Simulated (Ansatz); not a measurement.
**ClFHSn radical: one species, many methods**

One table from this session's results is given with a row withheld; the runs are named, their logs left out.

Method: functionals in def2-TZVPP, the program's frozen cores in correlated methods; program: Ansatz 0.2.0, Gaussian basis.

Levels to be run: LDA (SPW92), PBE-D4, revPBE-D4, BLYP-D4, r2SCAN-D4, B97M-V, PBE0-D4, B3LYP-D4, r2SCANh-D4, r2SCAN0-D4, HSE06-D4, BHLYP-D4, CAM-B3LYP-D4, LC-ωPBE, ωB97X-V, ωB97M-V, B2PLYP, PBE-QIDH; CCSD(T)/def2-SVP; CCSD(T)/def2-TZVPP; MP2/def2-QZVPP; extrapolation to the limit; RPA on PBE.

## The relaxed structure

The geometry comes from an earlier relaxation with PBE0-D4 in a triple-zeta def2 set; it is a stationary point. Sn takes the def2 core potential; no spin-orbit term is included.

SMILES `[F][SnH][Cl]`, 4 atoms, charge 0, spin multiplicity 2.

Atoms are counted from 1 here; the program's logs count them from 0.

Bond lengths: F1–Sn2 1.923 Å, Sn2–Cl3 2.331 Å, Sn2–H4 1.741 Å. Angles: F1–Sn2–Cl3 103.7°, F1–Sn2–H4 104.5°, Cl3–Sn2–H4 108.4°.

Set-up of the first run:

in.yaml reads:

```yaml
crystal:
  periodic: [false, false, false]
  atoms:
    - {symbol: F, position_ang: [-1.514764, 0.260969, 0.860576]}
    - {symbol: Sn, position_ang: [-0.250502, -0.208700, -0.509943]}
    - {symbol: Cl, position_ang: [1.378019, -1.422433, 0.633498]}
    - {symbol: H, position_ang: [0.442848, 1.309864, -1.004331]}
basis:
  gaussian: {orbitals: def2-TZVPP}
magnetization: {spin_polarized: true, initial_magnetization: 1}
hamiltonian: {xc: lda}
output: {orbitals: {seedname: orbitals}}
```

Steps of the session up to this table: LDA; PBE-D4 (GGA); revPBE-D4 (GGA); BLYP-D4 (GGA); r2SCAN-D4 (meta-GGA); B97M-V (meta-GGA); PBE0-D4 (hybrid); B3LYP-D4 (hybrid); r2SCANh-D4 (hybrid); r2SCAN0-D4 (hybrid); HSE06-D4 (hybrid); BHLYP-D4 (hybrid); CAM-B3LYP-D4 (range-separated); LC-ωPBE-D4 (range-separated; the results give it without D4); ωB97X-V (range-separated); ωB97M-V (range-separated); B2PLYP (double hybrid); PBE-QIDH (double hybrid).

One of the session's tables, all rows but one given; the rest of the session is left out.

It belongs to the step «Orbital energies across the functionals». 

| functional | HOMO (eV) | LUMO (eV) | gap (eV) |
| --- | --- | --- | --- |
| LDA (SPW92) | -6.28 | -5.50 | 0.78 |
| PBE-D4 | -6.20 | -5.17 | 1.03 |
| revPBE-D4 | -6.16 | -5.05 | 1.11 |
| BLYP-D4 | -6.05 | -5.19 | 0.86 |
| r2SCAN-D4 | -6.63 | -4.90 | 1.73 |
| B97M-V | -6.40 | -5.34 | 1.06 |
| PBE0-D4 | -7.38 | -4.35 | 3.03 |
| B3LYP-D4 | -7.15 | -4.74 | 2.41 |
| r2SCANh-D4 | -7.06 | -4.60 | 2.46 |
| r2SCAN0-D4 | -7.70 | -4.15 | 3.56 |
| HSE06-D4 | -6.99 | -4.73 | 2.26 |
| BHLYP-D4 | ? | ? | ? |
| CAM-B3LYP-D4 | -8.63 | -3.49 | 5.14 |
| LC-ωPBE | -9.96 | -2.10 | 7.86 |
| ωB97X-V | -9.50 | -2.49 | 7.02 |
| ωB97M-V | -9.41 | -2.59 | 6.82 |

Estimate the missing values for BHLYP-D4.

Worked estimate for «HOMO (eV)». Against the share of exact exchange, BLYP-D4 (0, -6.05), B3LYP-D4 (0.2, -7.15) give a slope of -5.50 per unit share; at 0.5 the line stands at -8.80.

The run gave: HOMO (eV): -8.41; LUMO (eV): -3.62; gap (eV): 4.79. In «HOMO (eV)» the line misses by -0.39.
